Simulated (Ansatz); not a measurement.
# BF2H3Si: the cost of one run

All numbers are computed with the Python package of Ansatz 0.2.0. Level of theory: PBE0/6-31G*.

### Step 1. Starting point

Bond lengths: F1–B2 1.493 Å, B2–F3 1.450 Å, B2–Si4 1.911 Å, Si4–H5 1.418 Å, Si4–H6 1.528 Å, Si4–H7 1.488 Å. Angles: F1–B2–F3 119.6°, F1–B2–Si4 119.5°, F3–B2–Si4 120.9°, B2–Si4–H5 113.8°, B2–Si4–H6 108.9°, B2–Si4–H7 108.9°, H5–Si4–H6 109.5°, H5–Si4–H7 109.4°, H6–Si4–H7 106.0°.

No structure file is read: the coordinates are typed or built in the script.

### Step 2. Script

bf2h3si_freq.py reads:

```python
"""Harmonic frequencies of BF2H3Si at its relaxed geometry."""

import itertools

import ansatz as az
from ase import Atoms
from ase.data import atomic_numbers, covalent_radii
from ase.thermochemistry import IdealGasThermo
import numpy as np

GEOMETRY = """
F     2.03800   -0.63680    0.78030
B     0.56790   -0.77260    0.55920
F    -0.12730   -1.93770    1.06960
Si   -0.36460    0.57320   -0.42670
H     0.46300    1.63880   -0.86380
H    -1.49530    1.12620    0.43930
H    -1.02040   -0.05910   -1.60350
"""


def main() -> None:
    molecule = az.Crystal.molecule()
    for line in GEOMETRY.strip().splitlines():
        symbol, *xyz = line.split()
        molecule = molecule.atom(symbol, [float(v) for v in xyz])

    job = (
        molecule.calculation()
        .basis(gaussian="6-31G*")
        .functional("pbe0")
    )
    symbols = [site.symbol for site in molecule.cartesian_sites]
    start = np.array([site.position_ang for site in molecule.cartesian_sites], dtype=float)
    r = job.relax(force_tolerance=0.003, max_steps=100).run().report
    end = np.array(r["positions_ang"])

    # pairs closer than 1.2 times the sum of covalent radii, before or after
    radius = [covalent_radii[atomic_numbers[s]] for s in symbols]
    span = lambda where, i, j: np.linalg.norm(where[i] - where[j])
    bonded = [(i, j) for i, j in itertools.combinations(range(len(symbols)), 2) if min(span(start, i, j), span(end, i, j)) < 1.2 * (radius[i] + radius[j])]
    print("pair        before    after (A)")
    for i, j in bonded:
        print(f"{symbols[i]}{i}-{symbols[j]}{j}".ljust(10), f"{span(start, i, j):8.4f} {span(end, i, j):8.4f}")

    # frequencies need a stationary point, so they are taken at the relaxed geometry
    minimum = az.Crystal.molecule()
    for symbol, place in zip(symbols, end):
        minimum = minimum.atom(symbol, place.tolist())
    vibrating = (
        minimum.calculation()
        .basis(gaussian="6-31G*")
        .functional("pbe0")
        .phonons(temperatures=(100, 500, 100))
    )
    vib = vibrating.run().report["vibrations"]
    sums = vib["harmonic_sums"]
    modes = [m["omega_inv_cm"] for m in sums["modes_at_gamma"] if m["rigid_motion"] == "no"]
    for number, w in enumerate(modes, start=1):
        print(f"mode {number:2d} {w:9.1f} 1/cm {w / 8065.544 * 1000:8.2f} meV")
    print("imaginary modes:", sum(w < 0 for w in modes), " zero-point energy:", round(sums["zero_point_energy_ev"], 4), "eV")
    # rigid rotor and ideal gas, symmetry number taken as one
    gas = IdealGasThermo(vib_energies=[w / 8065.544 for w in modes if w > 0], geometry="linear" if len(modes) == 3 * len(symbols) - 5 else "nonlinear",
                         atoms=Atoms(symbols, positions=end), symmetrynumber=1, spin=0.0)
    print(f"H(298 K) - E = {gas.get_enthalpy(298.15, verbose=False):.4f} eV")
    print(f"S(298 K, 1 bar) = {96485.33 * gas.get_entropy(298.15, 1e5, verbose=False):.1f} J/(mol K) with symmetry number 1")


if __name__ == "__main__":
    main()
```

### Step 3. The input behind the calls

The engine receives this input (first run):

```yaml
crystal:
  periodic: [false, false, false]
  atoms:
    - { symbol: F, position_ang: [2.038, -0.6368, 0.7803] }
    - { symbol: B, position_ang: [0.5679, -0.7726, 0.5592] }
    - { symbol: F, position_ang: [-0.1273, -1.9377, 1.0696] }
    - { symbol: Si, position_ang: [-0.3646, 0.5732, -0.4267] }
    - { symbol: H, position_ang: [0.463, 1.6388, -0.8638] }
    - { symbol: H, position_ang: [-1.4953, 1.1262, 0.4393] }
    - { symbol: H, position_ang: [-1.0204, -0.0591, -1.6035] }
basis:
  gaussian:
    orbitals: "6-31G*"
hamiltonian:
  xc: pbe0
relax:
  f_tol: 0.003
  max_steps: 100
```

### Step 4. Running it

Command:

```sh
> python bf2h3si_freq.py
```

Q: Estimate wall time and peak memory on 1 thread of Arm Neoverse N1, shared host.

About 2.4 min, with a peak of 0.25 GiB.
